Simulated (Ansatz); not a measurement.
**CH5FGe: one species, many methods**

One table from this session's results is given with a row withheld; the runs are named, their logs left out.

Computed with Ansatz 0.2.0, Gaussian basis. Level: functionals in def2-TZVPP, the program's frozen cores in correlated methods.

Plan: LDA (SPW92), PBE-D4, revPBE-D4, BLYP-D4, r2SCAN-D4, B97M-V, PBE0-D4, B3LYP-D4, r2SCANh-D4, r2SCAN0-D4, HSE06-D4, BHLYP-D4, CAM-B3LYP-D4, LC-ωPBE, ωB97X-V, ωB97M-V, B2PLYP, PBE-QIDH; CCSD(T)/def2-SVP; CCSD(T)/def2-TZVPP; MP2/def2-QZVPP; extrapolation to the limit; RPA on PBE.

**The relaxed structure**

All runs share one geometry, relaxed beforehand with PBE0-D4 in a triple-zeta def2 set.

SMILES `F[CH2][GeH3]`, 8 atoms, charge 0, spin multiplicity 1.

Atoms are counted from 1 here; the program's logs count them from 0.

Bond lengths: F1–C2 1.386 Å, C2–Ge3 1.975 Å, C2–H4 1.094 Å, C2–H5 1.094 Å, Ge3–H6 1.535 Å, Ge3–H7 1.539 Å, Ge3–H8 1.535 Å. Angles: F1–C2–Ge3 110.3°, F1–C2–H4 108.3°, F1–C2–H5 108.3°, Ge3–C2–H4 110.7°, Ge3–C2–H5 110.7°, H4–C2–H5 108.5°, C2–Ge3–H6 109.6°, C2–Ge3–H7 108.3°, C2–Ge3–H8 109.6°, H6–Ge3–H7 109.7°, H6–Ge3–H8 109.9°, H7–Ge3–H8 109.7°.

Set-up of the first run:

Input file in.yaml:

```yaml
crystal:
  periodic: [false, false, false]
  atoms:
    - {symbol: F, position_ang: [-1.175267, 1.373864, -0.746612]}
    - {symbol: C, position_ang: [-0.559500, 0.135560, -0.840887]}
    - {symbol: Ge, position_ang: [0.561883, -0.194622, 0.750993]}
    - {symbol: H, position_ang: [0.047571, 0.121887, -1.750373]}
    - {symbol: H, position_ang: [-1.336427, -0.628728, -0.931062]}
    - {symbol: H, position_ang: [-0.313268, -0.173341, 2.012016]}
    - {symbol: H, position_ang: [1.219151, -1.577516, 0.599631]}
    - {symbol: H, position_ang: [1.647858, 0.885797, 0.850494]}
basis:
  gaussian: {orbitals: def2-TZVPP}
hamiltonian: {xc: lda}
output: {orbitals: {seedname: orbitals}}
```

Command:

```console
> ansatz run in.yaml --threads 2 --pin off --events-out ev --progress --plain --max-ram 4352MiB
```

Steps of the session up to this table: LDA; PBE-D4 (GGA); revPBE-D4 (GGA); BLYP-D4 (GGA); r2SCAN-D4 (meta-GGA); B97M-V (meta-GGA); B3LYP-D4 (hybrid); r2SCANh-D4 (hybrid); r2SCAN0-D4 (hybrid); HSE06-D4 (hybrid); BHLYP-D4 (hybrid); CAM-B3LYP-D4 (range-separated); LC-ωPBE (range-separated); ωB97X-V (range-separated); ωB97M-V (range-separated); B2PLYP (double hybrid); PBE-QIDH (double hybrid).

One of the session's tables, all rows but one given; the rest of the session is left out.

It belongs to the step «Frontier levels by functional». 

```
  functional  HOMO (eV)  LUMO (eV)  gap (eV)
 LDA (SPW92)          ?          ?         ?
      PBE-D4      -7.05      -0.03      7.02
   revPBE-D4      -7.00       0.07      7.06
     BLYP-D4      -6.97       0.00      6.97
   r2SCAN-D4      -7.37       0.43      7.80
      B97M-V      -7.51       0.11      7.62
     PBE0-D4      -8.50       0.78      9.28
    B3LYP-D4      -8.29       0.48      8.77
  r2SCANh-D4      -7.91       0.69      8.61
  r2SCAN0-D4      -8.71       1.07      9.79
    HSE06-D4      -8.10       0.40      8.50
    BHLYP-D4      -9.85       1.47     11.32
CAM-B3LYP-D4      -9.90       1.63     11.54
     LC-ωPBE     -11.21       2.89     14.10
     ωB97X-V     -10.88       2.71     13.59
     ωB97M-V     -10.76       2.38     13.14
```

Estimate the missing values for LDA (SPW92).

**Answer.** HOMO (eV): -7.20; LUMO (eV): -0.25; gap (eV): 6.95. In the column «HOMO (eV)» it lies between r2SCAN-D4 (-7.37) and PBE-D4 (-7.05).
